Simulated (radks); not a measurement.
# Se in [Ar] 3d8 4s2 4p6: an all-electron calculation

One table from this session's results is given with a row withheld; the runs are named, their logs left out.

Method: Dirac Kohn-Sham, PBE, spin-unpolarised, spherical densities, point nucleus; open shells fill j = l - 1/2 first. Code: radks (a radial shooting solver on a logarithmic mesh, Libxc functionals) version 1.

## The system

| Item | Value |
| --- | --- |
| element | selenium (Z = 34) |
| charge | 0 |
| electrons | 34 |
| configuration | [Ar] 3d8 4s2 4p6 |

The first run:

The run's settings:

```text
Z 34
configuration [Ar] 3d8 4s2 4p6
relativity Dirac
functional pbe,pbe
spin unpolarised
j_filling energy
nucleus point
c 137.035999084
```

Command:

```console
$ python run_ks.py task.json out
```

The same process makes all the runs of this session.

One of the session's tables, all rows but one given; the rest of the session is left out.

It belongs to the step «Shells». Sizes of the orbitals, from the radial functions (bohr):

```
level      <r>  outermost maximum (interpolated)  90 % within  nodes
1s1/2  0.04408                            0.0288       0.0788      0
2s1/2   0.1957                             0.165        0.303      1
2p1/2   0.1685                             0.130        0.276      0
2p3/2        ?                                 ?            ?      ?
3s1/2   0.5644                             0.499        0.838      2
3p1/2   0.5690                             0.490        0.866      1
3p3/2   0.5787                             0.498        0.880      1
3d3/2   0.5878                             0.440        0.958      0
3d5/2   0.5913                             0.442        0.964      0
4s1/2    1.644                              1.41         2.44      3
4p1/2    1.981                              1.60         3.04      2
4p3/2    2.024                              1.63         3.11      2
```

Q: Estimate the row for 2p3/2 from the others.

The run gave: <r>: 0.1723; outermost maximum (interpolated): 0.133; 90 % within: 0.281; nodes: 0. In the column «<r>» it lies between 2p1/2 (0.1685) and 2s1/2 (0.1957).
